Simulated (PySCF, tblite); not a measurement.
# C₂H₁₂BNSi₂: dynamics, then NMR shifts on frames, part 2 of 2

tblite 0.8.0 and PySCF 2.14.0. Atoms count from 0. The steps go on from the part before.

## Step 5: Nuclear shieldings: 625 fs, PBE0/pcSseg-1

Job settings and geometry (Å):

```
{"job": {"kind": "nmr", "xc": "PBE0", "basis": "pcSseg-1", "pop": false}, "charge": 0, "multiplicity": 1}
C     -0.302800    -1.776100     1.255500
B     -0.617600    -0.440400     0.398800
C     -1.853600    -0.423000    -0.628500
N      0.291200     0.597300     0.212200
Si     2.036800     0.750800     0.431900
Si     3.117100    -0.446100    -1.419200
H     -0.680300    -2.653000     0.715700
H     -0.750300    -1.845700     2.291800
H      0.771500    -1.913700     1.516500
H     -2.344700     0.544700    -0.753100
H     -1.380000    -0.653100    -1.602000
H     -2.600400    -1.196300    -0.542600
H     -0.118200     1.390900    -0.236600
H      2.044800     2.213900     0.609000
H      2.393100     0.116700     1.643300
H      4.424000     0.232100    -1.624500
H      2.427800    -0.637600    -2.710000
H      3.394700    -1.737900    -0.891200
```

Method: GIAO PBE0/pcSseg-1 NMR shielding, non-relativistic, gas phase.

Standard output:

```text
coarse grid: 15008 points
cycle   1  E = -741.4680356312  dE =  1.082e-01  |g| = 5.575e-01  |ddm| = 3.562e+00
cycle   2  E = -741.4262329465  dE =  4.180e-02  |g| = 7.008e-01  |ddm| = 1.115e+00
cycle   3  E = -741.5448493932  dE = -1.186e-01  |g| = 7.866e-02  |ddm| = 6.754e-01
cycle   4  E = -741.5460783925  dE = -1.229e-03  |g| = 3.029e-02  |ddm| = 8.320e-02
cycle   5  E = -741.5462914196  dE = -2.130e-04  |g| = 4.404e-03  |ddm| = 2.473e-02
cycle   6  E = -741.5462969475  dE = -5.528e-06  |g| = 9.415e-04  |ddm| = 6.651e-03
final grid: 132936 points
cycle   7  E = -741.5752472811  dE = -2.780e-05  |g| = 7.278e-03  |ddm| = 2.237e-02
cycle   8  E = -741.5752412332  dE =  6.048e-06  |g| = 8.896e-03  |ddm| = 1.382e-02
cycle   9  E = -741.5752602897  dE = -1.906e-05  |g| = 8.339e-04  |ddm| = 7.644e-03
cycle  10  E = -741.5752604326  dE = -1.430e-07  |g| = 2.066e-04  |ddm| = 7.180e-04
cycle  11  E = -741.5752604417  dE = -9.052e-09  |g| = 3.495e-05  |ddm| = 1.754e-04
cycle  12  E = -741.5752604419  dE = -2.751e-10  |g| = 8.029e-06  |ddm| = 5.000e-05
converged SCF energy = -741.5752604419

GIAO shielding tensors (ppm)
atom      isotropic    diamagn.    paramagn.     s11        s22        s33       span
  0 C      178.738     252.512     -73.774    165.500    176.909    193.805     28.305
  1 B       49.654     192.214    -142.561     13.686     23.846    111.430     97.744
  2 C      173.806     254.088     -80.281    163.146    164.578    193.695     30.550
  3 N      164.939     326.400    -161.461     74.036    202.187    218.594    144.558
  4 Si     393.082     880.647    -487.565    332.227    401.862    445.156    112.930
  5 Si     463.123     879.817    -416.694    428.883    471.657    488.829     59.946
  6 H       30.898      31.297      -0.398     27.283     29.270     36.141      8.858
  7 H       30.080      29.098       0.981     26.181     27.507     36.551     10.369
  8 H       30.430      32.526      -2.096     25.861     30.043     35.386      9.524
  9 H       31.289      32.140      -0.851     27.324     29.745     36.797      9.474
 10 H       31.158      33.036      -1.877     27.335     30.690     35.450      8.115
 11 H       31.339      31.653      -0.315     27.160     29.687     37.169     10.009
 12 H       28.922      36.514      -7.592     22.381     30.136     34.249     11.868
 13 H       26.379      29.119      -2.740     22.284     25.393     31.460      9.176
 14 H       26.812      31.233      -4.422     23.397     26.366     30.672      7.276
 15 H       28.099      27.694       0.405     24.827     25.571     33.900      9.072
 16 H       28.044      29.299      -1.255     24.792     26.446     32.894      8.101
 17 H       28.681      30.013      -1.332     25.312     27.261     33.470      8.157
```

Run time: 21 s. Hardware: 1 thread of Arm Neoverse V1, shared host; peak memory 0.81 GiB.

In short: δ C2 13.1, C0 8.2, B1 50.4, N3 102.8, H13 5.34, H14 4.91 ppm.

## Step 6: NMR shieldings: 800 fs, PBE0/pcSseg-1

Job settings and geometry (Å):

```
{"job": {"kind": "nmr", "xc": "PBE0", "basis": "pcSseg-1", "pop": false}, "charge": 0, "multiplicity": 1}
C     -0.366500    -1.965300     0.734900
B     -0.644400    -0.587700    -0.017800
C     -2.149400    -0.277200    -0.407700
N      0.380600     0.323400    -0.274800
Si     1.949300     0.498200     0.353100
Si     3.483600    -0.262000    -1.095400
H     -0.849100    -2.621400     0.038500
H     -0.873000    -2.056700     1.714500
H      0.678400    -2.201100     0.863300
H     -2.414000     0.684500    -0.896900
H     -2.466000    -1.068400    -1.109100
H     -2.862600    -0.401300     0.339600
H      0.089000     1.134800    -0.845900
H      2.030600     1.876900     0.769200
H      2.091400    -0.272000     1.628300
H      4.726300     0.416000    -1.041700
H      2.999500    -0.007500    -2.503100
H      3.646700    -1.713400    -1.086500
```

With the program's defaults for keys left out, this is: GIAO PBE0/pcSseg-1 NMR shielding, non-relativistic, gas phase.

Standard output:

```text
coarse grid: 15008 points
cycle   1  E = -741.4760861582  dE =  3.093e-01  |g| = 5.541e-01  |ddm| = 3.597e+00
cycle   2  E = -741.4451297913  dE =  3.096e-02  |g| = 6.645e-01  |ddm| = 1.060e+00
cycle   3  E = -741.5518297628  dE = -1.067e-01  |g| = 7.353e-02  |ddm| = 6.353e-01
cycle   4  E = -741.5528852091  dE = -1.055e-03  |g| = 2.962e-02  |ddm| = 7.667e-02
cycle   5  E = -741.5530852304  dE = -2.000e-04  |g| = 3.987e-03  |ddm| = 2.300e-02
cycle   6  E = -741.5530897093  dE = -4.479e-06  |g| = 1.100e-03  |ddm| = 6.073e-03
final grid: 132936 points
cycle   7  E = -741.5822102641  dE = -2.863e-05  |g| = 7.693e-03  |ddm| = 2.389e-02
cycle   8  E = -741.5822040164  dE =  6.248e-06  |g| = 9.314e-03  |ddm| = 1.436e-02
cycle   9  E = -741.5822246704  dE = -2.065e-05  |g| = 9.043e-04  |ddm| = 7.963e-03
cycle  10  E = -741.5822248432  dE = -1.728e-07  |g| = 1.878e-04  |ddm| = 7.382e-04
cycle  11  E = -741.5822248506  dE = -7.460e-09  |g| = 2.971e-05  |ddm| = 1.581e-04
cycle  12  E = -741.5822248508  dE = -1.928e-10  |g| = 7.485e-06  |ddm| = 4.514e-05
converged SCF energy = -741.5822248508

GIAO shielding tensors (ppm)
atom      isotropic    diamagn.    paramagn.     s11        s22        s33       span
  0 C      180.047     254.258     -74.211    165.379    181.637    193.125     27.747
  1 B       50.648     191.490    -140.842     15.862     25.060    111.023     95.161
  2 C      179.647     251.272     -71.625    166.796    170.085    202.059     35.263
  3 N      167.832     324.736    -156.904     85.376    202.719    215.403    130.027
  4 Si     409.595     881.359    -471.763    356.635    389.888    482.263    125.628
  5 Si     471.988     880.717    -408.729    451.332    468.852    495.780     44.448
  6 H       31.777      31.577       0.200     27.728     30.764     36.839      9.111
  7 H       30.712      30.616       0.096     26.684     28.787     36.666      9.982
  8 H       31.394      33.458      -2.064     26.603     30.978     36.600      9.997
  9 H       31.345      31.480      -0.136     27.036     29.403     37.596     10.560
 10 H       31.131      30.359       0.773     27.332     29.441     36.621      9.289
 11 H       32.199      32.425      -0.226     28.124     30.578     37.896      9.771
 12 H       27.836      33.664      -5.828     20.761     28.781     33.966     13.205
 13 H       27.074      29.716      -2.642     22.730     25.941     32.550      9.820
 14 H       26.206      30.098      -3.892     22.901     26.319     29.399      6.499
 15 H       29.125      29.181      -0.057     25.656     26.116     35.601      9.945
 16 H       27.857      28.788      -0.931     24.758     26.368     32.445      7.687
 17 H       28.292      29.267      -0.974     24.927     26.668     33.282      8.355
```

Wall time 21 s (1 thread of Arm Neoverse V1, shared host); peak memory 0.81 GiB.

Key values: δ C2 7.3, C0 6.9, B1 49.4, N3 99.9, H14 5.51, H13 4.64 ppm.

## Step 7: NMR shieldings: 1000 fs, PBE0/pcSseg-1

Job settings and geometry (Å):

```
{"job": {"kind": "nmr", "xc": "PBE0", "basis": "pcSseg-1", "pop": false}, "charge": 0, "multiplicity": 1}
C     -0.104500    -2.107800     0.000900
B     -0.461800    -0.608700    -0.242300
C     -1.951400    -0.367600    -0.750600
N      0.402300     0.480000     0.025000
Si     2.016000     0.614800     0.745200
Si     3.565700     0.259100    -0.915700
H     -0.528700    -2.711700    -0.778600
H     -0.752600    -2.438700     0.858700
H      0.905700    -2.316100     0.269900
H     -2.146500    -0.896200    -1.714000
H     -2.693000    -0.767100    -0.012300
H     -2.308300     0.650800    -0.877500
H     -0.013900     1.417800    -0.093000
H      1.889000     2.074600     1.203500
H      1.933000    -0.296400     1.903700
H      4.870500     0.258300    -0.328100
H      3.475200     1.291800    -1.953600
H      3.346700    -1.074200    -1.409600
```

Level: GIAO PBE0/pcSseg-1 NMR shielding, non-relativistic, gas phase.

Standard output:

```text
coarse grid: 15008 points
cycle   1  E = -741.4797692606  dE =  1.669e-01  |g| = 5.557e-01  |ddm| = 3.566e+00
cycle   2  E = -741.4368554834  dE =  4.291e-02  |g| = 7.003e-01  |ddm| = 1.165e+00
cycle   3  E = -741.5573176181  dE = -1.205e-01  |g| = 8.377e-02  |ddm| = 7.267e-01
cycle   4  E = -741.5586958770  dE = -1.378e-03  |g| = 3.087e-02  |ddm| = 8.373e-02
cycle   5  E = -741.5589162743  dE = -2.204e-04  |g| = 4.237e-03  |ddm| = 2.460e-02
cycle   6  E = -741.5589210682  dE = -4.794e-06  |g| = 1.164e-03  |ddm| = 6.095e-03
final grid: 132936 points
cycle   7  E = -741.5869936945  dE = -2.583e-05  |g| = 7.768e-03  |ddm| = 2.149e-02
cycle   8  E = -741.5869854948  dE =  8.200e-06  |g| = 9.797e-03  |ddm| = 1.500e-02
cycle   9  E = -741.5870082053  dE = -2.271e-05  |g| = 1.059e-03  |ddm| = 8.661e-03
cycle  10  E = -741.5870084499  dE = -2.445e-07  |g| = 1.937e-04  |ddm| = 8.782e-04
cycle  11  E = -741.5870084578  dE = -7.939e-09  |g| = 3.294e-05  |ddm| = 1.657e-04
cycle  12  E = -741.5870084581  dE = -2.501e-10  |g| = 8.932e-06  |ddm| = 4.790e-05
converged SCF energy = -741.5870084581

GIAO shielding tensors (ppm)
atom      isotropic    diamagn.    paramagn.     s11        s22        s33       span
  0 C      180.871     253.794     -72.923    158.314    185.353    198.945     40.631
  1 B       50.816     191.151    -140.335     15.083     25.384    111.982     96.899
  2 C      174.631     252.747     -78.116    163.821    166.381    193.691     29.870
  3 N      167.683     324.971    -157.289     88.894    200.491    213.663    124.769
  4 Si     390.893     880.719    -489.826    334.958    400.555    437.166    102.208
  5 Si     469.339     880.705    -411.366    463.347    469.129    475.540     12.193
  6 H       31.126      31.699      -0.574     27.342     29.940     36.096      8.754
  7 H       30.638      30.687      -0.049     26.914     28.765     36.236      9.322
  8 H       31.591      33.321      -1.730     26.713     30.935     37.126     10.413
  9 H       30.564      30.487       0.077     26.767     29.034     35.892      9.125
 10 H       30.562      30.701      -0.139     26.690     29.207     35.790      9.100
 11 H       31.771      33.034      -1.263     27.661     30.021     37.630      9.968
 12 H       27.564      34.799      -7.235     20.202     28.616     33.874     13.672
 13 H       25.868      28.710      -2.843     22.027     25.267     30.310      8.283
 14 H       26.103      29.904      -3.802     22.131     25.746     30.432      8.302
 15 H       28.872      28.849       0.024     25.562     26.103     34.951      9.389
 16 H       28.198      29.055      -0.857     25.090     26.061     33.443      8.352
 17 H       28.521      30.095      -1.574     24.863     27.576     33.125      8.262
```

Run time: 20 s. Hardware: 1 thread of Arm Neoverse V1, shared host; peak memory 0.83 GiB.

Key values: δ C2 12.3, C0 6.1, B1 49.3, N3 100.0, H13 5.85, H14 5.61 ppm.

## Step 8: Run by run: NMR shifts

Shifts (ppm) of some atoms, chosen among heavy atoms and hydrogens apart, with basis size and wall time:

```csv
frame,C2,C0,H11,H10,N3,Si4,Si5,functions,time
250 fs,14.3,4.8,1.13,-0.72,106.3,-42.3,-114.1,176,30 s
425 fs,18.1,3.9,0.99,0.91,89.3,-52.2,-122.9,176,21 s
625 fs,13.1,8.2,0.38,0.56,102.8,-43.9,-114.0,176,21 s
800 fs,7.3,6.9,-0.48,0.59,99.9,-60.4,-122.8,176,21 s
1000 fs,12.3,6.1,-0.05,1.15,100.0,-41.7,-120.2,176,20 s
```

## Step 9: Outcome

The summary covers parts 1 to 2.

| quantity | value |
| --- | --- |
| thermostat | 300 K |
| mean temperature, second half | 264 K |
| mean potential energy above the minimum | 0.56 eV |
| ¹³C shifts against TMS (PBE0/pcSseg-1, 250 fs) | 14.3, 4.8 ppm |
| ¹H shifts against TMS (PBE0/pcSseg-1, 250 fs) | 5.78, 5.05, 4.36, 3.48, 3.36, 3.26, 1.33, 1.13, 0.68, 0.55, 0.24, -0.72 ppm |
| ¹¹B shifts against BF3·OEt2 (PBE0/pcSseg-1, 250 fs) | 46.6 ppm |
| ¹⁵N shifts against NH3 (PBE0/pcSseg-1, 250 fs) | 106.3 ppm |
| ²⁹Si shifts against TMS (PBE0/pcSseg-1, 250 fs) | -42.3, -114.1 ppm |
| surface potential, 1st and 99th percentile | -0.44 V and 1.47 V |
| range of the shift of Si4 | -60.4 to -41.7 ppm |

What this shows: In the second half the potential energy averages 0.56 eV above the minimum; equipartition over 48 harmonic modes at 300 K would give 0.62 eV. With 18 atoms the temperature swings widely (167 to 365 K). Shifts at one fixed geometry are not the observed spectrum, which averages over the motion. In the first frame run (250 fs): The widest tensor belongs to Si4: span 179 ppm, with a paramagnetic part of -489 ppm. At PBE0/pcSseg-1, counted by nearest atom on the grid, the HOMO lies on N3 27 %; Si5 18 %, the LUMO on Si4 24 %; H13 17 %. In ppm, Si4 moves most: its shift spreads over 18.7 ppm, from -60.4 (800 fs) to -41.7 (1000 fs).
